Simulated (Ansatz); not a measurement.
# Sb: the cost of one run

Program: Ansatz 0.2.0. Level of theory: DFT LDA, scalar-relativistic. These are calculated values, not measurements.

### 1 The system as given

Symmetry: R-3m, No. 166, trigonal system. The conventional cell has a = 4.301 Å, b = 4.301 Å, c = 11.232 Å, α = 90.00°, β = 90.00°, γ = 120.00°. Sb (site symmetry 3m) has 3 Sb at 2.90 Å as nearest neighbours.

Coordinates:

```cif
data_structure
_symmetry_space_group_name_H-M 'R-3m:H'
_symmetry_Int_Tables_number 166
_cell_length_a 4.3012
_cell_length_b 4.3012
_cell_length_c 11.2320
_cell_angle_alpha 90.000
_cell_angle_beta 90.000
_cell_angle_gamma 120.000
_cell_volume 179.96
loop_
_atom_site_label
_atom_site_type_symbol
_atom_site_symmetry_multiplicity
_atom_site_Wyckoff_symbol
_atom_site_fract_x
_atom_site_fract_y
_atom_site_fract_z
_atom_site_occupancy
Sb1 Sb 6 c 0.00000 0.00000 0.23364 1
```

The file gives the conventional cell by its symmetry; the runs use the cell typed in the input.

Atoms are numbered in the order of the input: Sb1, Sb2.

### 2 Volume × 0.94, LAPW

input.yaml reads:

```yaml
crystal:
  lattice:
    - [2.1066982106, 1.216302779, 3.667570391]
    - [-2.1066982106, 1.216302779, 3.667570391]
    - [0.0, -2.4326055579, 3.667570391]
  atoms:
    - { symbol: Sb, position: [0.23364, 0.23364, 0.23364] }
    - { symbol: Sb, position: [0.76636, 0.76636, 0.76636] }
kpoints:
  mp_grid: { grid: [12, 12, 12] }
  band_path:
    path:
      - [0.0, 0.0, 0.0]
      - [0.5, 0.5, 0.5]
      - [0.7600111779, 0.2399888221, 0.5]
      - [0.5, -0.2399888221, 0.2399888221]
      - [0.5, 0.0, 0.0]
      - [0.0, 0.0, 0.0]
      - [0.369994411, -0.369994411, 0.0]
      - [0.630005589, 0.0, 0.369994411]
      - [0.5, 0.0, 0.5]
    npoints: 5
scf:
  occupations: { method: fermi_dirac, width: 0.03 }
hamiltonian:
  xc: lda
  pseudopotentials: { kind: all_electron, lapw: { basis_error: 0.0005 } }
output:
  forces: true
  stress: true
  eigenvalues: true
```

On the command line:

```bash
$ ansatz run input.yaml --threads 1 --pin off --max-ram 3072MiB --backend cpu --events-out ev --progress --plain --runs-dir out
```

**Question.** How long does this run take on 1 thread of Arm Neoverse V2, shared host, and how much memory does it need?

About 55 s, with a peak of 0.71 GiB.
